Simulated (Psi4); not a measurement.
# BSiH4O2F (SMILES OB(F)O[SiH3]): PBE0-D4/def2-TZVP (density fitting)

Aim: a structure relaxation of BSiH4O2F. 

The calculation is run with Psi4 1.11.

## (1) The molecule

BSiH4O2F has 9 atoms, charge 0, and is taken as a singlet. As SMILES, `OB(F)O[SiH3]`. The shape is that of a PBE0-D4/def2-TZVP optimisation. This is one conformer, not always the lowest. The run starts from this shape.

Bond lengths: O1–B2 1.359 Å, B2–F3 1.334 Å, B2–O4 1.348 Å, O4–Si5 1.655 Å, O1–H6 0.960 Å, Si5–H7 1.480 Å, Si5–H8 1.484 Å, Si5–H9 1.484 Å. Some angles: O1–B2–F3 120.0°, O1–B2–O4 121.1°, F3–B2–O4 118.9°, B2–O4–Si5 131.9°, B2–O1–H6 113.4°, O4–Si5–H7 106.4°, O4–Si5–H8 110.2°, O4–Si5–H9 110.2°, H7–Si5–H8 110.1°, H7–Si5–H9 110.1°.

## (2) A structure relaxation at PBE0-D4/def2-TZVP (density fitting)

Input file bfh4o2si.in:

```
memory 1600 mb

molecule {
  O     -1.614100     0.556700     0.394000
  B     -0.395400     1.157100     0.352700
  F     -0.277300     2.450800     0.657900
  O      0.708900     0.466900     0.006200
  Si     0.934200    -1.114900    -0.425000
  H     -2.322500     1.149900     0.654100
  H      2.381900    -1.273900    -0.690900
  H      0.154500    -1.427600    -1.647800
  H      0.518200    -2.011000     0.681800
  units angstrom
}

set basis def2-TZVP
set geom_maxiter 60

optimize('pbe0-d4')
print_variables()
```

Started as:

```bash
$ psi4 -i bfh4o2si.in -o bfh4o2si.out -n 1
```

bfh4o2si.out:

```text
[...]
  Running in c1 symmetry.
[...]
  Nuclear repulsion =  222.106225101530924
[...]
  Multiplicity = 1
[...]
  Nalpha       = 24
  Nbeta        = 24
[...]
    Number of basis functions: 185
[...]
   @DF-RKS iter   1:  -566.66317837703309   -5.22297e-01   5.18598e-03 ADIIS/DIIS
[...]
   @DF-RKS iter   6:  -566.96629518045040   -7.73070e-12   8.17070e-09 DIIS
[...]
    Orbital Energies [Eh]
    ---------------------
    Doubly Occupied:
       1A    -66.267807     2A    -24.770717     3A    -19.235848
       4A    -19.223652     5A     -6.874913     6A     -5.347008
       7A     -3.682242     8A     -3.679920     9A     -3.679875
      10A     -1.244273    11A     -1.080594    12A     -1.047136
      13A     -0.625204    14A     -0.589702    15A     -0.555512
      16A     -0.498528    17A     -0.490835    18A     -0.452753
      19A     -0.421423    20A     -0.411967    21A     -0.396876
      22A     -0.378918    23A     -0.344941    24A     -0.339406
[...]
  @DF-RKS Final Energy:  -566.96629518045040
   => Energetics <=
    Nuclear Repulsion Energy =            222.1308241355730502
    One-Electron Energy =               -1225.8883666445178733
    Two-Electron Energy =                 477.6036866730152610
    DFT Exchange-Correlation Energy =     -40.8074855997402537
    Empirical Dispersion Energy =          -0.0049537447804739
    VV10 Nonlocal Energy =                  0.0000000000000000
    Total Energy =                       -566.9662951804502882
[...]
 Multipole Moments:
 ------------------------------------------------------------------------------------
     Multipole            Electronic (a.u.)      Nuclear  (a.u.)        Total (a.u.)
 ------------------------------------------------------------------------------------
 L = 1.  Multiply by 2.5417464519 to convert [e a0] to [Debye]
 Dipole X            :         -1.7544924            1.2865823           -0.4679100
 Dipole Y            :          7.4017373           -7.5907885           -0.1890512
 Dipole Z            :          2.1279872           -2.1017226            0.0262646
 Magnitude           :                                                    0.5053415
[...]
  -Total Gradient:
     Atom            X                  Y                   Z
    ------   -----------------  -----------------  -----------------
       1        0.000055569458     0.000085983708     0.000025565936
       2        0.000013887429     0.000084079179    -0.000025920373
       3        0.000055740717     0.000040656472     0.000018228974
       4       -0.000040257951    -0.000054049032     0.000005817804
       5        0.000011581344     0.000055673163     0.000014912654
       6        0.000012979191     0.000025917377     0.000006766564
       7       -0.000003326659     0.000003052339     0.000001490455
       8       -0.000010752835     0.000025503477     0.000010172480
       9       -0.000012449120     0.000026583907     0.000005193703
[...]
```

On the terminal:

```text
Optimizer: Optimization complete!
```

It took 36 s on 1 thread of AMD EPYC 7R43 (Zen 3), shared host; peak memory 1.3 GiB.

After the run. Bond lengths: O1–B2 1.359 Å, B2–F3 1.334 Å, B2–O4 1.347 Å, O4–Si5 1.655 Å, O1–H6 0.960 Å, Si5–H7 1.481 Å, Si5–H8 1.484 Å, Si5–H9 1.484 Å. Some angles: O1–B2–F3 120.0°, O1–B2–O4 121.1°, F3–B2–O4 118.9°, B2–O4–Si5 131.9°, B2–O1–H6 113.3°, O4–Si5–H7 106.4°, O4–Si5–H8 110.1°, O4–Si5–H9 110.1°, H7–Si5–H8 110.1°, H7–Si5–H9 110.1°.

## (3) What came out

At PBE0-D4/def2-TZVP (density fitting):

```
               quantity          value
total energy at the end  -566.96630 Eh
          dipole moment         1.28 D
            HOMO energy       -9.24 eV
            LUMO energy        0.03 eV
          HOMO–LUMO gap        9.26 eV
      dispersion energy  -13.01 kJ/mol
```

What this shows: At the final geometry: Bond lengths: O1–B2 1.359 Å, B2–F3 1.334 Å, B2–O4 1.347 Å, O4–Si5 1.655 Å, O1–H6 0.960 Å, Si5–H7 1.481 Å, Si5–H8 1.484 Å, Si5–H9 1.484 Å. Some angles: O1–B2–F3 120.0°, O1–B2–O4 121.1°, F3–B2–O4 118.9°, B2–O4–Si5 131.9°, B2–O1–H6 113.3°, O4–Si5–H7 106.4°, O4–Si5–H8 110.1°, O4–Si5–H9 110.1°, H7–Si5–H8 110.1°, H7–Si5–H9 110.1°. The optimisation took 2 steps and changed the energy by +0.000 eV.
